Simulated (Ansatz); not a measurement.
# BH5SiZn: one species, many methods

One table from this session's results is given with a row withheld; the runs are named, their logs left out.

The runs use Ansatz 0.2.0, Gaussian basis; functionals in def2-TZVPP, the program's frozen cores in correlated methods.

Levels to be run: LDA (SPW92), PBE-D4, revPBE-D4, BLYP-D4, r2SCAN-D4, B97M-V, PBE0-D4, B3LYP-D4, r2SCANh-D4, r2SCAN0-D4, HSE06-D4, BHLYP-D4, CAM-B3LYP-D4, LC-ωPBE, ωB97X-V, ωB97M-V, B2PLYP, PBE-QIDH; CCSD(T)/def2-SVP; CCSD(T)/def2-TZVPP; MP2/def2-QZVPP; extrapolation to the limit; RPA on PBE.

## The relaxed structure

An earlier PBE0-D4 in a triple-zeta def2 set relaxation fixed the geometry.

8 atoms, charge 0, spin multiplicity 1.

Atoms are counted from 1 here; the program's logs count them from 0.

Bond lengths: B1–Si2 2.011 Å, B1–Zn3 2.230 Å, B1–H4 1.204 Å, B1–H5 1.204 Å, Si2–H6 1.496 Å, Si2–H7 1.492 Å, Si2–H8 1.492 Å. Angles: Si2–B1–Zn3 101.3°, Si2–B1–H4 119.8°, Si2–B1–H5 119.8°, Zn3–B1–H4 93.5°, Zn3–B1–H5 93.5°, H4–B1–H5 117.0°, B1–Si2–H6 108.1°, B1–Si2–H7 114.0°, B1–Si2–H8 114.0°, H6–Si2–H7 106.7°, H6–Si2–H8 106.7°, H7–Si2–H8 106.9°.

The first run:

Contents of in.yaml:

```yaml
crystal:
  periodic: [false, false, false]
  atoms:
    - {symbol: B, position_ang: [-0.792316, -0.230375, -0.615580]}
    - {symbol: Si, position_ang: [0.607512, 0.579234, 0.579949]}
    - {symbol: Zn, position_ang: [-0.052370, -2.325942, -0.797288]}
    - {symbol: H, position_ang: [-1.851709, -0.567097, -0.153512]}
    - {symbol: H, position_ang: [-0.750603, -0.035162, -1.802744]}
    - {symbol: H, position_ang: [0.249990, 2.014149, 0.808146]}
    - {symbol: H, position_ang: [1.981808, 0.566800, -0.000052]}
    - {symbol: H, position_ang: [0.699788, -0.058605, 1.925281]}
basis:
  gaussian: {orbitals: def2-TZVPP}
hamiltonian: {xc: lda}
output: {orbitals: {seedname: orbitals}}
```

Command:

```sh
$ ansatz run in.yaml --threads 2 --pin off --events-out ev --progress --plain --max-ram 4352MiB
```

Among the steps run: LDA; PBE-D4 (GGA); revPBE-D4 (GGA); BLYP-D4 (GGA); r2SCAN-D4 (meta-GGA); B97M-V (meta-GGA); PBE0-D4 (hybrid); B3LYP-D4 (hybrid); r2SCANh-D4 (hybrid); r2SCAN0-D4 (hybrid); HSE06-D4 (hybrid); BHLYP-D4 (hybrid); CAM-B3LYP-D4 (range-separated); LC-ωPBE (range-separated); ωB97X-V (range-separated); ωB97M-V (range-separated); B2PLYP (double hybrid); PBE-QIDH (double hybrid).

One of the session's tables, all rows but one given; the rest of the session is left out.

It belongs to the step «Orbital energies across the functionals». 

```
  functional  HOMO (eV)  LUMO (eV)  gap (eV)
 LDA (SPW92)      -6.78      -3.62      3.16
      PBE-D4      -6.58      -3.41      3.17
   revPBE-D4      -6.50      -3.33      3.17
     BLYP-D4      -6.50      -3.27      3.23
   r2SCAN-D4      -6.75      -3.31      3.44
      B97M-V      -6.64      -3.37      3.27
     PBE0-D4      -7.30      -2.65      4.65
    B3LYP-D4      -7.25      -2.82      4.43
  r2SCANh-D4      -7.02      -3.02      4.00
  r2SCAN0-D4      -7.44      -2.60      4.84
    HSE06-D4      -6.91      -3.01      3.90
    BHLYP-D4      -7.94      -1.79      6.15
CAM-B3LYP-D4          ?          ?         ?
     LC-ωPBE      -9.53      -0.78      8.75
     ωB97X-V      -9.25      -0.79      8.46
     ωB97M-V      -9.24      -0.93      8.31
```

**Question.** Estimate the row for CAM-B3LYP-D4.

The run gave: HOMO (eV): -8.49; LUMO (eV): -1.70; gap (eV): 6.79. In the column «HOMO (eV)» it lies between ωB97M-V (-9.24) and BHLYP-D4 (-7.94).
